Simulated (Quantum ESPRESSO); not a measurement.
A run of Quantum ESPRESSO 7.5 is set up as follows.

Contents of pw.in:

```
&CONTROL
  calculation = 'vc-relax'
  prefix = 'pwscf'
  outdir = './tmp'
  pseudo_dir = './pseudo'
  tprnfor = .true.
  tstress = .true.
  disk_io = 'low'
  nstep = 40
  forc_conv_thr = 0.0004
  etot_conv_thr = 1d-05
/
&SYSTEM
  ibrav = 0
  nat = 9
  ntyp = 3
  ecutwfc = 55
  ecutrho = 440
  nbnd = 57
  occupations = 'smearing'
  smearing = 'gaussian'
  degauss = 0.00367493
  vdw_corr = 'grimme-d3'
  dftd3_version = 4
/
&ELECTRONS
  conv_thr = 1.8d-09
  electron_maxstep = 120
  mixing_beta = 0.5
/
&IONS
  ion_dynamics = 'bfgs'
/
&CELL
  cell_dynamics = 'bfgs'
  press = 0
  press_conv_thr = 0.3
/
ATOMIC_SPECIES
Te   127.6000 Te_pbe_v1.uspp.F.UPF
Sb   121.7600 sb_pbe_v1.4.uspp.F.UPF
Ge    72.6300 ge_pbe_v1.4.uspp.F.UPF
CELL_PARAMETERS angstrom
   4.2250000000    0.0000000000    0.0000000000
  -2.1125000000    3.6589573310    0.0000000000
   0.0000000000    0.0000000000   17.2400000000
ATOMIC_POSITIONS crystal
Te     0.0000000000    0.0000000000    0.0000000000
Sb     0.6666666667    0.3333333333    0.1061000000
Sb     0.3333333333    0.6666666667    0.8939000000
Te     0.3333333333    0.6666666667    0.2065000000
Te     0.6666666667    0.3333333333    0.7935000000
Ge     0.0000000000    0.0000000000    0.3265000000
Ge     0.0000000000    0.0000000000    0.6735000000
Te     0.6666666667    0.3333333333    0.4173000000
Te     0.3333333333    0.6666666667    0.5827000000
K_POINTS automatic
9 9 2 0 0 0
```

Potentials or basis: SSSP 1.3 efficiency PBE.

Launch:

```console
$ OMP_NUM_THREADS=1 mpirun -n 4 pw.x -nk 2 -in pw.in > pw.out
```

Problem. Estimate the band gap on the k mesh.

Solution. 0.13 eV, indirect (least direct gap 0.19 eV).

Problem. What does it give for the relaxed cell?

Solution. a = 4.238 Å, b = 4.238 Å, c = 17.415 Å, α = 90.00°, β = 90.00°, γ = 120.00°.

Problem. Predict the relaxed volume.

Solution. 30.10 Å³/atom.

Step by step:
```csv
step,energy change (eV),largest force (eV/Å),pressure (GPa),volume (Å³)
1,0.0000,0.7789,1.21,266.51
2,-0.0512,0.6758,0.99,268.16
3,-0.0964,0.5594,0.72,269.88
4,-0.1446,0.3809,0.34,272.25
5,-0.1786,0.1460,-0.11,275.37
6,-0.1834,0.1524,-0.19,276.05
7,-0.1888,0.1570,-0.20,276.27
8,-0.1969,0.1983,-0.14,275.97
9,-0.2046,0.1862,-0.04,274.94
10,-0.2074,0.1313,0.01,274.21
11,-0.2090,0.0741,0.02,273.78
12,-0.2106,0.1026,0.00,273.55
13,-0.2129,0.1270,-0.05,273.35
14,-0.2159,0.1224,-0.12,273.08
15,-0.2195,0.1425,-0.14,272.63
16,-0.2233,0.1497,-0.10,271.95
17,-0.2258,0.1066,-0.02,271.42
18,-0.2270,0.0537,0.03,271.05
19,-0.2276,0.0583,0.05,270.93
20,-0.2281,0.0696,0.03,270.84
21,-0.2287,0.0615,0.00,270.84
22,-0.2292,0.0342,-0.03,270.91
23,-0.2294,0.0113,-0.03,270.96
24,-0.2294,0.0033,-0.02,270.93
```

Caveat: spin-orbit coupling is left out, which moves the levels of the heavy elements; an odd mesh through Γ misses points on the zone boundary, where band edges often lie.
